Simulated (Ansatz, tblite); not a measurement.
# Sn2H6: removing an electron

What does removing an electron cost or gain for Sn2H6? Each charged state is run at several levels.

Method: as each input shows; program: Ansatz 0.2.0, Gaussian basis.

The runs, in order: charge +1 doublet, at the geometry of the singlet (PBE0-D4/def2-TZVP, PBE-D4/def2-TZVP, r2SCAN-D4/def2-TZVP); charge +1 doublet, relaxed (PBE0-D4/def2-TZVP, PBE-D4/def2-TZVP); the starting singlet's energies come from earlier runs.

2 further runs of the same task are left out: 2 set aside as unsound or not needed.

**1. The geometry**

The geometry is that of the singlet, from an earlier relaxation (PBE0-D4/def2-TZVP).

8 atoms, charge 0, spin multiplicity 1.

Atoms are counted from 1 here; the program's logs count them from 0.

Bond lengths: Sn1–H2 1.707 Å, Sn1–H3 1.707 Å, Sn1–H4 1.707 Å, Sn1–Sn5 2.764 Å, Sn5–H6 1.707 Å, Sn5–H7 1.707 Å, Sn5–H8 1.707 Å. Angles: H2–Sn1–H3 108.2°, H2–Sn1–H4 108.2°, H2–Sn1–Sn5 110.7°, H3–Sn1–H4 108.2°, H3–Sn1–Sn5 110.7°, H4–Sn1–Sn5 110.7°, Sn1–Sn5–H6 110.7°, Sn1–Sn5–H7 110.7°, Sn1–Sn5–H8 110.7°, H6–Sn5–H7 108.2°, H6–Sn5–H8 108.2°, H7–Sn5–H8 108.2°.

Coordinates:

```xyz
8

Sn   -0.8622    0.8055   -0.7195
H    -2.3623    0.9505    0.0823
H    -0.2062    2.3697   -0.9123
H    -1.1464    0.1506   -2.2702
Sn    0.8622   -0.8055    0.7195
H     2.3500   -0.9789   -0.0994
H     0.1910   -2.3593    0.9425
H     1.1740   -0.1326    2.2571
```

Sn takes a core potential in the def2 sets. No spin-orbit coupling is included.

**2. Charge +1 doublet at the fixed geometry, first pass, PBE0-D4/def2-SVP**

File in.yaml:

```yaml
crystal:
  periodic: [false, false, false]
  atoms:
    - {symbol: Sn, position_ang: [-0.862169, 0.805472, -0.719507]}
    - {symbol: H, position_ang: [-2.362339, 0.950455, 0.082273]}
    - {symbol: H, position_ang: [-0.206209, 2.369741, -0.912294]}
    - {symbol: H, position_ang: [-1.146439, 0.150639, -2.270236]}
    - {symbol: Sn, position_ang: [0.862152, -0.805515, 0.719488]}
    - {symbol: H, position_ang: [2.350027, -0.978865, -0.099389]}
    - {symbol: H, position_ang: [0.191014, -2.359287, 0.942529]}
    - {symbol: H, position_ang: [1.173973, -0.132640, 2.257145]}
basis:
  gaussian: {orbitals: def2-SVP}
total_charge: 1
magnetization: {spin_polarized: true, initial_magnetization: 1}
hamiltonian: {xc: pbe0, dispersion: d4}
output: {orbitals: {seedname: orbitals}}
```

Run with:

```sh
ansatz run in.yaml --threads 4 --pin off --events-out ev --progress --plain --max-ram 3916MiB
```

Standard output:

```text
Functional definition: PBE0
  name "PBE0"
  cite "Adamo & Barone, J. Chem. Phys. 110, 6158 (1999) doi:10.1063/1.478522"
  cite "Perdew, Burke & Ernzerhof, Phys. Rev. Lett. 77, 3865 (1996) doi:10.1103/PhysRevLett.77.3865"
  parent pbe
  parameter a = 0.25
  parameter kappa = 0.804
  parameter beta = 0.06672455060314922
  exchange = (1 - a)*pbe_x(kappa = kappa, mu = beta*pi^2/3) + a*exact_x
  correlation = pbe_c(beta = beta)
990 factors; integrals over basis functions are off by at most 4.2e-4 eV
mean field evaluation 1: about -11749.6176 eV, gradient 7.0e0 eV
mean field evaluation 2: about -11749.8449 eV, gradient 4.1e0 eV
mean field evaluation 4: about -11749.9790 eV, gradient 1.7e-1 eV
mean field evaluation 8: about -11750.0196 eV, gradient 7.1e-3 eV
mean field evaluation 16: about -11749.0259 eV, gradient 5.7e0 eV
mean field -11750.01957907 eV, -431.8052550814 hartree, gradient 6.7e-5 eV, S^2 0.751769; 2 other end points of the search recorded, 0 dependent functions left out
reference -11750.01961516 eV, -431.8052564076 hartree; 25, 24 occupied and 57, 58 virtual orbitals, 990 factors
Total energy: -11750.12109590 eV, -431.8089857562 hartree
```

Run time: 1.6 s. Hardware: 4 threads of Arm Neoverse V1, shared host.

From the report: HOMO -14.10 eV, LUMO -11.56 eV (over both spins); ⟨S²⟩ 0.752 (pure: 0.75).

**3. Charge +1 doublet at the fixed geometry, PBE0-D4/def2-TZVP**

start.molden holds the orbitals of an earlier run on this state, given as this run's starting guess.

in.yaml, as its differences from that of step 2:

```diff
@@ -12,3 +12,3 @@
 basis:
-  gaussian: {orbitals: def2-SVP}
+  gaussian: {orbitals: def2-TZVP, initial_orbitals: start.molden}
 total_charge: 1
@@ -16,2 +16,3 @@
 hamiltonian: {xc: pbe0, dispersion: d4}
+scf: {omitted_lower_state_checks: [starts]}
 output: {orbitals: {seedname: orbitals}}
```

Launched as before.

Standard output:

```text
Functional definition: PBE0
  name "PBE0"
  cite "Adamo & Barone, J. Chem. Phys. 110, 6158 (1999) doi:10.1063/1.478522"
  cite "Perdew, Burke & Ernzerhof, Phys. Rev. Lett. 77, 3865 (1996) doi:10.1103/PhysRevLett.77.3865"
  parent pbe
  parameter a = 0.25
  parameter kappa = 0.804
  parameter beta = 0.06672455060314922
  exchange = (1 - a)*pbe_x(kappa = kappa, mu = beta*pi^2/3) + a*exact_x
  correlation = pbe_c(beta = beta)
these checks for a lower state are left out or cut short: starts
1186 factors; their error is unknown
mean field evaluation 1: about -11750.1175 eV, gradient 9.7e0 eV
mean field evaluation 2: about -11750.4044 eV, gradient 2.3e-1 eV
mean field evaluation 4: about -11750.5551 eV, gradient 4.1e-4 eV
mean field -11750.55505727 eV, -431.8249335424 hartree, gradient 1.2e-5 eV, S^2 0.752371; 0 other end points of the search recorded, 0 dependent functions left out
reference -11750.55510172 eV, -431.8249351758 hartree; 25, 24 occupied and 111, 112 virtual orbitals, 1186 factors
Total energy: -11750.65658246 eV, -431.8286645243 hartree
Checks for a lower state left out: starts
```

It took 2.1 s on 4 threads of Arm Neoverse V1, shared host.

From the report: HOMO -14.11 eV, LUMO -11.48 eV (over both spins); ⟨S²⟩ 0.752 (pure: 0.75).

**4. Charge +1 doublet at the fixed geometry, PBE-D4/def2-TZVP**

in.yaml, as its differences from that of step 3:

```diff
@@ -15,3 +15,3 @@
 magnetization: {spin_polarized: true, initial_magnetization: 1}
-hamiltonian: {xc: pbe0, dispersion: d4}
+hamiltonian: {xc: pbe, dispersion: d4}
 scf: {omitted_lower_state_checks: [starts]}
```

Launched as before.

Standard output:

```text
Functional definition: PBE
  name "PBE"
  cite "Perdew, Burke & Ernzerhof, Phys. Rev. Lett. 77, 3865 (1996) doi:10.1103/PhysRevLett.77.3865"
  parent pbe
  parameter kappa = 0.804
  parameter beta = 0.06672455060314922
  exchange = pbe_x(kappa = kappa, mu = beta*pi^2/3)
  correlation = pbe_c(beta = beta)
these checks for a lower state are left out or cut short: starts
1040 factors; their error is unknown
mean field evaluation 1: about -11749.8052 eV, gradient 4.3e0 eV
mean field evaluation 2: about -11749.8938 eV, gradient 9.9e-2 eV
mean field evaluation 4: about -11749.8828 eV, gradient 2.0e-4 eV
mean field -11749.88282107 eV, -431.8002293178 hartree, gradient 1.3e-5 eV, S^2 0.751376; 0 other end points of the search recorded, 0 dependent functions left out
reference -11749.88288079 eV, -431.8002315123 hartree; 25, 24 occupied and 111, 112 virtual orbitals, 1040 factors
Total energy: -11750.00106891 eV, -431.8045748455 hartree
Checks for a lower state left out: starts
```

Run time: 1.7 s. Hardware: 4 threads of Arm Neoverse V1, shared host.

Report: HOMO -12.97 eV, LUMO -12.17 eV (over both spins); ⟨S²⟩ 0.751 (pure: 0.75).

**5. Charge +1 doublet at the fixed geometry, r2SCAN-D4/def2-TZVP**

in.yaml, as its differences from that of step 4:

```diff
@@ -15,3 +15,3 @@
 magnetization: {spin_polarized: true, initial_magnetization: 1}
-hamiltonian: {xc: pbe, dispersion: d4}
+hamiltonian: {xc: r2scan, dispersion: d4}
 scf: {omitted_lower_state_checks: [starts]}
```

Same command.

Standard output:

```text
Functional definition: r2SCAN
  name "r2SCAN"
  cite "Furness, Kaplan, Ning, Perdew & Sun, J. Phys. Chem. Lett. 11, 8208 (2020) doi:10.1021/acs.jpclett.0c02405"
  cite "Furness, Kaplan, Ning, Perdew & Sun, J. Phys. Chem. Lett. 11, 9248 (2020) doi:10.1021/acs.jpclett.0c03077"
  parent r2scan
  parameter k0 = 0.174
  parameter k1 = 0.065
  parameter a1 = 4.9479
  exchange = r2scan_x(k0 = k0, k1 = k1, a1 = a1)
  correlation = r2scan_c
these checks for a lower state are left out or cut short: starts
1040 factors; their error is unknown
mean field evaluation 1: about -11754.7104 eV, gradient 3.7e0 eV
mean field evaluation 2: about -11754.7470 eV, gradient 4.0e-2 eV
mean field evaluation 4: about -11754.7395 eV, gradient 6.1e-5 eV
mean field -11754.73949246 eV, -431.9787086993 hartree, gradient 1.9e-5 eV, S^2 0.753403; 0 other end points of the search recorded, 0 dependent functions left out
reference -11754.73951341 eV, -431.9787094693 hartree; 25, 24 occupied and 111, 112 virtual orbitals, 1040 factors
Total energy: -11754.76573561 eV, -431.9796731172 hartree
Checks for a lower state left out: starts
```

Run time: 3.8 s. Hardware: 4 threads of Arm Neoverse V1, shared host.

Report: HOMO -13.27 eV, LUMO -12.07 eV (over both spins); ⟨S²⟩ 0.753 (pure: 0.75).

**6. Vertical ionisation energy**

Charged state less starting state, singlet to doublet; the starting state's energies are those of its earlier runs.

| level | vertical ionisation energy (eV) | time |
| --- | --- | --- |
| PBE-D4/def2-TZVP | +9.49 | 2.5 s |
| r2SCAN-D4/def2-TZVP | +9.55 | 5.7 s |
| PBE0-D4/def2-TZVP | +9.64 | 3.9 s |

Times add the two runs; a level without a time comes out of a correlated run.

Beside −ε(HOMO) of the starting state:

| level | −ε(HOMO) (eV) | by difference (eV) | mismatch (eV) |
| --- | --- | --- | --- |
| PBE-D4/def2-TZVP | 6.74 | 9.49 | -2.75 |
| r2SCAN-D4/def2-TZVP | 6.99 | 9.55 | -2.57 |
| PBE0-D4/def2-TZVP | 7.73 | 9.64 | -1.91 |

**7. Relaxing the charge +1 doublet**

in.yaml, as its differences from that of step 5:

```diff
@@ -12,7 +12,8 @@
 basis:
-  gaussian: {orbitals: def2-TZVP, initial_orbitals: start.molden}
+  gaussian: {orbitals: def2-TZVP}
 total_charge: 1
 magnetization: {spin_polarized: true, initial_magnetization: 1}
-hamiltonian: {xc: r2scan, dispersion: d4}
-scf: {omitted_lower_state_checks: [starts]}
+hamiltonian: {xc: pbe0, dispersion: d4}
+scf: {lower_state_search: "off"}
 output: {orbitals: {seedname: orbitals}}
+relax: {f_tol: 0.02, max_steps: 100}
```

Launched as before.

Standard output (excerpt; [...] marks lines left out):

```text
Functional definition: PBE0
  name "PBE0"
  cite "Adamo & Barone, J. Chem. Phys. 110, 6158 (1999) doi:10.1063/1.478522"
  cite "Perdew, Burke & Ernzerhof, Phys. Rev. Lett. 77, 3865 (1996) doi:10.1103/PhysRevLett.77.3865"
  parent pbe
[...]
1186 factors; their error is unknown
[...]
mean field -11750.55505727 eV, -431.8249335424 hartree, gradient 7.3e-6 eV, S^2 0.752371; 0 other end points of the search recorded, 0 dependent functions left out
[...]
reference -11750.55510172 eV, -431.8249351758 hartree; 25, 24 occupied and 111, 112 virtual orbitals, 1186 factors
relax step   1: F+E_penalty+E_count = -11750.65653801 eV  Δ(F+E_penalty+E_count) = +0.000e0 eV  max|allowed force component| = 1.889e0 eV/Å  Δτ_max = 0.0000 Å  (16 SCF iters, accepted)
[...]
Total energy: -11751.55647763 eV, -431.8617350620 hartree
Atom 0 at    -0.994257     0.928867    -0.829761 Å, force    -0.003726     0.003273    -0.003417 eV/Å
Atom 1 at    -2.306630     0.837876     0.228671 Å, force    -0.009750    -0.000709     0.008473 eV/Å
Atom 2 at    -0.045627     2.325565    -0.814958 Å, force     0.007630     0.010444     0.000146 eV/Å
Atom 3 at    -1.032266    -0.001459    -2.238297 Å, force    -0.000268    -0.007341    -0.010374 eV/Å
Atom 4 at     0.994254    -0.928870     0.829766 Å, force     0.003678    -0.003377     0.003362 eV/Å
Atom 5 at     2.294061    -0.866821    -0.246121 Å, force     0.009826     0.000909    -0.008369 eV/Å
Atom 6 at     0.030133    -2.314912     0.845717 Å, force    -0.007523    -0.010463    -0.000307 eV/Å
Atom 7 at     1.060342     0.019755     2.224992 Å, force     0.000132     0.007264     0.010486 eV/Å
Dipole moment:     0.000002     0.000005     0.000003 e Å
Checks for a lower state left out: stability, starts, cluster_reference, orbital_swaps, neighbouring_geometries, increment
```

It took 9.5 s on 4 threads of Arm Neoverse V1, shared host.

Relaxation path:

| step | energy from step 1 (eV) | largest force component (eV/Å) |
| --- | --- | --- |
| 1 | 0.0000 | 1.8887 |
| 2 | -0.7881 | 0.3996 |
| 3 | -0.8012 | 0.3783 |
| 4 | -0.8994 | 0.0228 |
| 5 | -0.8999 | 0.0105 |

Close pairs (by a distance rule), those that changed most:

| bond | before (Å) | after (Å) | change (Å) |
| --- | --- | --- | --- |
| Sn1–Sn5 | 2.764 | 3.187 | +0.423 |
| Sn1–H3 | 1.707 | 1.688 | -0.019 |
| Sn5–H6 | 1.707 | 1.688 | -0.019 |
| Sn1–H2 | 1.707 | 1.688 | -0.019 |
| Sn5–H7 | 1.707 | 1.688 | -0.019 |
| Sn5–H8 | 1.707 | 1.688 | -0.019 |
| Sn1–H4 | 1.707 | 1.688 | -0.019 |

**8. Charge +1 doublet, PBE0-D4/def2-TZVP**

File in.yaml:

```yaml
crystal:
  periodic: [false, false, false]
  atoms:
    - {symbol: Sn, position_ang: [-0.994257, 0.928867, -0.829761]}
    - {symbol: H, position_ang: [-2.306630, 0.837876, 0.228671]}
    - {symbol: H, position_ang: [-0.045627, 2.325565, -0.814958]}
    - {symbol: H, position_ang: [-1.032266, -0.001459, -2.238297]}
    - {symbol: Sn, position_ang: [0.994254, -0.928870, 0.829766]}
    - {symbol: H, position_ang: [2.294061, -0.866821, -0.246121]}
    - {symbol: H, position_ang: [0.030133, -2.314912, 0.845717]}
    - {symbol: H, position_ang: [1.060342, 0.019755, 2.224992]}
basis:
  gaussian: {orbitals: def2-TZVP, initial_orbitals: start.molden}
total_charge: 1
magnetization: {spin_polarized: true, initial_magnetization: 1}
hamiltonian: {xc: pbe0, dispersion: d4}
scf: {omitted_lower_state_checks: [starts]}
output: {orbitals: {seedname: orbitals}}
```

Launched as before.

Standard output:

```text
Functional definition: PBE0
  name "PBE0"
  cite "Adamo & Barone, J. Chem. Phys. 110, 6158 (1999) doi:10.1063/1.478522"
  cite "Perdew, Burke & Ernzerhof, Phys. Rev. Lett. 77, 3865 (1996) doi:10.1103/PhysRevLett.77.3865"
  parent pbe
  parameter a = 0.25
  parameter kappa = 0.804
  parameter beta = 0.06672455060314922
  exchange = (1 - a)*pbe_x(kappa = kappa, mu = beta*pi^2/3) + a*exact_x
  correlation = pbe_c(beta = beta)
these checks for a lower state are left out or cut short: starts
1186 factors; their error is unknown
mean field evaluation 1: about -11751.3062 eV, gradient 1.9e-1 eV
mean field evaluation 2: about -11751.4547 eV, gradient 5.1e-5 eV
mean field -11751.45472000 eV, -431.8579955380 hartree, gradient 5.1e-5 eV, S^2 0.752134; 0 other end points of the search recorded, 0 dependent functions left out
reference -11751.45476664 eV, -431.8579972520 hartree; 25, 24 occupied and 111, 112 virtual orbitals, 1186 factors
Total energy: -11751.55647765 eV, -431.8617350624 hartree
Checks for a lower state left out: starts
```

Wall time 1.4 s (4 threads of Arm Neoverse V1, shared host).

HOMO -12.24 eV, LUMO -9.50 eV (over both spins); ⟨S²⟩ 0.752 (pure: 0.75).

**9. Charge +1 doublet, PBE-D4/def2-TZVP**

in.yaml, as its differences from that of step 8:

```diff
@@ -15,3 +15,3 @@
 magnetization: {spin_polarized: true, initial_magnetization: 1}
-hamiltonian: {xc: pbe0, dispersion: d4}
+hamiltonian: {xc: pbe, dispersion: d4}
 scf: {omitted_lower_state_checks: [starts]}
```

Launched as before.

Standard output:

```text
Functional definition: PBE
  name "PBE"
  cite "Perdew, Burke & Ernzerhof, Phys. Rev. Lett. 77, 3865 (1996) doi:10.1103/PhysRevLett.77.3865"
  parent pbe
  parameter kappa = 0.804
  parameter beta = 0.06672455060314922
  exchange = pbe_x(kappa = kappa, mu = beta*pi^2/3)
  correlation = pbe_c(beta = beta)
these checks for a lower state are left out or cut short: starts
1040 factors; their error is unknown
mean field evaluation 1: about -11750.6465 eV, gradient 4.3e0 eV
mean field evaluation 2: about -11750.7326 eV, gradient 8.3e-2 eV
mean field evaluation 4: about -11750.7194 eV, gradient 1.8e-4 eV
mean field -11750.71938645 eV, -431.8309725284 hartree, gradient 1.2e-5 eV, S^2 0.751641; 0 other end points of the search recorded, 0 dependent functions left out
reference -11750.71944869 eV, -431.8309748155 hartree; 25, 24 occupied and 111, 112 virtual orbitals, 1040 factors
Total energy: -11750.83732275 eV, -431.8353066076 hartree
Checks for a lower state left out: starts
```

Wall time 1.6 s (4 threads of Arm Neoverse V1, shared host).

Report: HOMO -11.30 eV, LUMO -10.31 eV (over both spins); ⟨S²⟩ 0.752 (pure: 0.75).

**10. Adiabatic ionisation energy**

Charged state less starting state, singlet to doublet; the starting state's energies are those of its earlier runs.

| level | adiabatic ionisation energy (eV) | time |
| --- | --- | --- |
| PBE-D4/def2-TZVP | +8.65 | 2.5 s |
| PBE0-D4/def2-TZVP | +8.74 | 3.1 s |

Times add the two runs; a level without a time comes out of a correlated run.

**11. Results**

| quantity | value |
| --- | --- |
| vertical ionisation energy, functionals in def2-TZVP | 9.49 (PBE-D4) to 9.64 eV (PBE0-D4) |
| adiabatic ionisation energy, functionals in def2-TZVP | 8.65 (PBE-D4) to 8.74 eV (PBE0-D4) |
| relaxation of the cation side, PBE-D4/def2-TZVP | 0.84 eV |

The vertical ionisation energy spans 9.49 to 9.64 eV over the functionals. −ε(HOMO) misses the level's own difference by -1.91 eV at best (PBE0-D4) and -2.75 eV at worst (PBE-D4). The adiabatic ionisation energy spans 8.65 to 8.74 eV over the functionals. Relaxing the oxidised state gains 0.84 eV at PBE-D4/def2-TZVP.
